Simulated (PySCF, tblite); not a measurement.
# C₂HClF₆Ge: geometry, infrared bands and NMR shifts

Aim: predict the infrared bands and NMR shifts of C₂HClF₆Ge (`FC(F)(F)[C@H](Cl)[Ge]([F])([F])[F]`).

Computed with tblite 0.8.0 and PySCF 2.14.0, with density-fitted response routines of our own, on a single molecule in the gas phase. Atoms count from 0, in the outputs and in this text.

### 1 Starting geometry

11 atoms, charge 0, multiplicity 1; geometry from: force field or distance geometry start.

Bonds of the start (Å): F0–C1 1.37, C1–F2 1.37, C1–F3 1.39, C1–C4 1.53, C4–Cl5 1.78, C4–Ge6 1.95, Ge6–F7 1.77, Ge6–F8 1.75, Ge6–F9 1.76, C4–H10 1.12.

### 2 Optimising the geometry with GFN2-xTB

The job: settings as JSON, then the geometry in Å.

```
{"job": {"kind": "relax", "xc": "GFN2-xTB", "basis": "xTB"}, "charge": 0, "multiplicity": 1}
F     -2.556500     0.525300    -0.224000
C     -1.226900     0.744700     0.022200
F     -0.770200     1.773400    -0.766500
F     -1.068700     1.104300     1.351800
C     -0.433100    -0.535500    -0.268400
Cl    -1.018600    -1.889400     0.725200
Ge     1.480000    -0.280400     0.042900
F      1.754700     0.127900     1.738000
F      2.092700     1.008300    -0.970300
F      2.328000    -1.771200    -0.331200
H     -0.575800    -0.804900    -1.345600
```

Command:

```bash
$ OMP_NUM_THREADS=1 python probes_run.py task.json out
```

This one command runs all jobs of the session in turn.

**Question.** This job is followed by: GFN2-xTB harmonic vibrations, gas phase; GIAO PBE0/pcSseg-1 NMR shielding, non-relativistic, gas phase. Predict these results of the whole session: strongest single infrared mode (GFN2-xTB); zero-point energy (GFN2-xTB); 13C shifts against TMS (PBE0/pcSseg-1); 1H shifts against TMS (PBE0/pcSseg-1); 19F shifts against CFCl3 (PBE0/pcSseg-1, means over atoms taken as alike); 35Cl shifts against HCl (PBE0/pcSseg-1); 73Ge shifts against GeMe4 (PBE0/pcSseg-1).

The runs gave:

| quantity | value |
| --- | --- |
| strongest single infrared mode (GFN2-xTB) | 1195 cm⁻¹, 189 km/mol |
| zero-point energy (GFN2-xTB) | 22.2 kcal/mol |
| 13C shifts against TMS (PBE0/pcSseg-1) | 131.3, 58.3 ppm |
| 1H shifts against TMS (PBE0/pcSseg-1) | 4.47 ppm |
| 19F shifts against CFCl3 (PBE0/pcSseg-1, means over atoms taken as alike) | -80.8, -154.1 ppm |
| 35Cl shifts against HCl (PBE0/pcSseg-1) | 101 ppm |
| 73Ge shifts against GeMe4 (PBE0/pcSseg-1) | -80 ppm |

In words: The optimisation took 28 steps and gained 0.294 eV; among the close pairs (by a distance rule), C4–Ge6 changed most, from 1.955 to 2.021 Å. No mode is imaginary among the 27: a minimum at this level. The strongest single mode, at 1195 cm⁻¹, is spread over several atoms, C1, H10, C4 among them. GFN2-xTB is a fitted tight-binding method: band positions and strengths are rough. Its intensities can rank the bands wrongly. At PBE0/pcSseg-1: The largest span, 380 ppm, is at Cl5, where the paramagnetic term is -297 ppm. Spin-orbit coupling is left out, which matters for shieldings and couplings at and beside the heavy atoms.
